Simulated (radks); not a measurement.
# Nuclear size and the levels of Mg⁺

Aim: how the total energy, the levels and the density at the nucleus of Mg⁺ respond when the nuclear radius is scaled.

The numbers are computed with radks (a radial shooting solver on a logarithmic mesh, Libxc functionals) version 1 (Dirac Kohn-Sham, PBE, spin-unpolarised, spherical densities, finite nucleus), except any that are marked as measured or tabulated.

**1. What is computed**

| Property | Result |
| --- | --- |
| element | magnesium (Z = 12) |
| charge | +1 |
| electrons | 11 |
| configuration | [Ne] 3s1 |
| nuclear rms radius | 3.057 fm |

Outer shells as boxes (Hund's rule):

Mg⁺
```
[Ne] core
3s [↑ ]
```

**2. rms radius 3.057 fm**

Input:

```text
Z 12
configuration [Ne] 3s1 3p0 4s0
relativity Dirac
functional pbe,pbe
spin unpolarised
j_filling energy
nucleus finite rms 3.057 fm
c 137.035999084
```

**3. rms radius 2.7238 fm**

Settings, as their differences from step 2:

```diff
@@ -6,3 +6,3 @@
 j_filling energy
-nucleus finite rms 3.057 fm
+nucleus finite rms 2.7238 fm
 c 137.035999084
```

**4. rms radius 2.8369 fm**

Settings, as their differences from step 3:

```diff
@@ -6,3 +6,3 @@
 j_filling energy
-nucleus finite rms 2.7238 fm
+nucleus finite rms 2.8369 fm
 c 137.035999084
```

**5. rms radius 3.3413 fm**

Settings, as their differences from step 4:

```diff
@@ -6,3 +6,3 @@
 j_filling energy
-nucleus finite rms 2.8369 fm
+nucleus finite rms 3.3413 fm
 c 137.035999084
```

**6. rms radius 3.7754 fm**

Settings, as their differences from step 5:

```diff
@@ -6,3 +6,3 @@
 j_filling energy
-nucleus finite rms 3.3413 fm
+nucleus finite rms 3.7754 fm
 c 137.035999084
```

Q: Predict the outcome of this session. Wanted: for each run, rms radius; total energy shift; density at nucleus; 1s1/2 shift.

As calculated:

```csv
rms radius (fm),total energy shift (eV),density at nucleus (e/bohr³),1s1/2 shift (meV)
2.7238,-0.000545,1161,-0.226
2.8369,-0.000367,1161,-0.152
3.057,0,1160,0
3.3413,0.000514,1159,0.213
3.7754,0.00139,1158,0.575
```

In words: Shifts are against the first run. Over the range the 1s1/2 level moves by 0.000801 eV and the 1s1/2 level by 0.801 meV. A larger nucleus binds the 1s electrons less and lowers the density at its centre. These are shifts of eigenvalues, not the field shifts of spectral lines.
